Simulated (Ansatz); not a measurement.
## CH6O2Si2, SMILES O[SiH]1OC[SiH2]1: vertical spin-state energies, step by step

With the Python package of Ansatz (0.2.0).

The cells in order, each with its output:

```python
import warnings

import ansatz
```

```python
GEOMETRY = """
O    -2.03080    0.67750    0.42540
Si   -0.45890    0.88570    0.65900
O     0.27120    1.01930   -0.83760
C     0.60640   -0.39750   -1.09670
Si    0.75960   -0.95340    0.71270
H    -2.41490    1.16810   -0.39090
H    -0.10330    2.03910    1.54120
H    -0.27690   -0.85820   -1.61910
H     1.43590   -0.53840   -1.65810
H     2.17250   -0.84120    1.22640
H     0.10440   -2.25800    1.05810
"""

warnings.simplefilter("ignore", ansatz.DeckWarning)
```

```python
system = ansatz.Crystal.molecule()
for line in GEOMETRY.strip().splitlines():
    symbol, *xyz = line.split()
    system = system.atom(symbol, [float(v) for v in xyz])
```

```python
job = (
    system.calculation()
    .basis(gaussian="STO-3G")
    .functional("hf")
    .accuracy("medium")
    .scf(lower_state_search="light")
)
found = {}
for unpaired in [0, 2]:
    r = job.spin("collinear", total=unpaired).run(threads=1, pin="off").report
    s = unpaired / 2
    found[unpaired] = r["free_energy_ev"]
    print(f"2S+1 = {unpaired + 1}: E = {found[unpaired]:.5f} eV, <S^2> = {abs(r['mean_field']['state']['spin_squared']):.3f} (pure state {s * (s + 1):.2f})")
lowest = min(found, key=found.get)
for unpaired, e in found.items():
    print(f"multiplicity {unpaired + 1}: {96.485332 * (e - found[lowest]):.1f} kJ/mol above the lowest")
```

    2S+1 = 1: E = -20674.76178 eV, <S^2> = 0.000 (pure state 0.00)
    2S+1 = 3: E = -20666.99773 eV, <S^2> = 2.018 (pure state 2.00)
    multiplicity 1: 0.0 kJ/mol above the lowest
    multiplicity 3: 749.1 kJ/mol above the lowest

In order: multiplicity 1 (+0.00 eV) and multiplicity 3 (+7.76 eV), all at the one geometry.

Notes:
- These settings explore the input space; basis and method may be short of convergence.
- The geometry is a force-field or estimated start, not a minimum of this method, and the basis set is short of its limit. All parts are taken at fixed geometry, without zero-point energy.
- Hartree-Fock leaves correlation out, so it favours high-spin states too much.
- Finished in 5.2 s on 1 thread of Arm Neoverse N1, with other jobs on the host, peak memory 0.16 GiB.
